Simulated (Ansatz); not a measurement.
# SiCl3 (SMILES Cl[Si](Cl)Cl): UHF/3-21G

Aim: the electronic atomisation energy of SiCl3 at UHF/3-21G, from 3 runs. 

Program for the calculation: Ansatz 0.2.0.

25 further runs of the same task are left out: 2 that didn't finish, 23 set aside as unsound or not needed.

## Step 1: Starting point

The species is SiCl3 (4 atoms), meant as a doublet with charge 0. As SMILES, `Cl[Si](Cl)Cl`. The coordinates come from a PBE0-D4/def2-TZVP relaxation.

Bond lengths: Cl1–Si2 2.043 Å, Si2–Cl3 2.043 Å, Si2–Cl4 2.043 Å. Angles: Cl1–Si2–Cl3 109.4°, Cl1–Si2–Cl4 109.4°, Cl3–Si2–Cl4 109.5°.

## Step 2: A single-point energy at UHF/3-21G

File molecule.yaml:

```yaml
basis:
  gaussian:
    orbitals: 3-21G.json
crystal:
  periodic: [false, false, false]
  atoms:
    - {symbol: Cl, position_ang: [-1.524800, -0.591600, 1.030100]}
    - {symbol: Si, position_ang: [0.116100, 0.389400, 0.310600]}
    - {symbol: Cl, position_ang: [1.694700, -0.903800, 0.219000]}
    - {symbol: Cl, position_ang: [-0.286000, 1.105900, -1.559700]}
hamiltonian:
  xc: hf
accuracy: high
output: {orbitals: {seedname: orbitals}}
magnetization:
  spin_polarized: true
  initial_magnetization: 1
```

The basis set 3-21G is read from a file made from the Basis Set Exchange's data (not shown).

Launch:

```bash
$ ansatz run molecule.yaml --threads 1 --pin off --max-ram 3480MiB --events-out events.jsonl --progress --plain --runs-dir runs
```

Output:

```text
Warning: RAYON_NUM_THREADS=1 ignored (pool sized by the plan → 1); use --threads N
Functional definition: HF
  name "HF"
  exchange = exact_x
  correlation = 0
1123 factors; integrals over basis functions are off by at most 3.9e-9 eV
mean field evaluation 1: about -45151.9256 eV, gradient 1.4e1 eV
mean field evaluation 2: about -45151.9319 eV, gradient 1.4e1 eV
mean field evaluation 4: about -45153.5785 eV, gradient 1.3e0 eV
mean field evaluation 8: about -45153.6232 eV, gradient 2.7e-4 eV
mean field -45153.62391099 eV, -1659.3650725032 hartree, gradient 2.1e-8 eV, S^2 0.753851; 0 other end points of the search recorded, 0 dependent functions left out
reference -45153.62391099 eV, -1659.3650725032 hartree; 33, 32 occupied and 19, 20 virtual orbitals, 1123 factors
Total energy: -45153.62391099 eV, -1659.3650725032 hartree
```

Wall time 1.1 s (1 thread of Arm Neoverse V2, shared host); peak memory 0.17 GiB.

## Step 3: The Cl atom, same level

File run.yaml:

```yaml
crystal:
  periodic: [false, false, false]
  atoms:
    - {symbol: Cl, position_ang: [0.000000, 0.000000, 0.000000]}
basis:
  gaussian:
    orbitals: 3-21G.json
magnetization:
  spin_polarized: true
  initial_magnetization: 1
hamiltonian:
  xc: hf
accuracy: high
```

The basis set 3-21G is read from a file made from the Basis Set Exchange's data (not shown).

Run the same way, it converges to -457.27655 Eh (log not shown).

## Step 4: The Si atom

File run.yaml:

```yaml
crystal:
  periodic: [false, false, false]
  atoms:
    - {symbol: Si, position_ang: [0.000000, 0.000000, 0.000000]}
basis:
  gaussian: {orbitals: 3-21G.json}
magnetization: {spin_polarized: true, initial_magnetization: 2}
hamiltonian: {xc: hf}
accuracy: high
```

The basis set 3-21G is read from a file made from the Basis Set Exchange's data (not shown).

Run the same way, it converges to -287.34443 Eh (log not shown).

## Step 5: Summary of results

At UHF/3-21G:

```
                                    quantity           value
                      molecule: total energy  -1659.36507 Eh
molecule: HOMO energy (highest over α and β)       -10.73 eV
 molecule: LUMO energy (lowest over α and β)        -0.82 eV
                              molecule: ⟨S²⟩           0.754
                       Cl atom: total energy   -457.27655 Eh
                               Cl atom: ⟨S²⟩           0.750
                       Si atom: total energy   -287.34443 Eh
                               Si atom: ⟨S²⟩           2.000
               electronic atomisation energy        5.197 eV
```

Taking the molecule apart into free atoms costs 5.20 eV (120 kcal/mol), before zero-point energy and without spin-orbit coupling. Hartree–Fock lacks the correlation of the bonding pairs, which as a rule makes this value much too low; in minimal bases other errors can mask that. The basis has no polarisation functions, which makes bonds too weak.
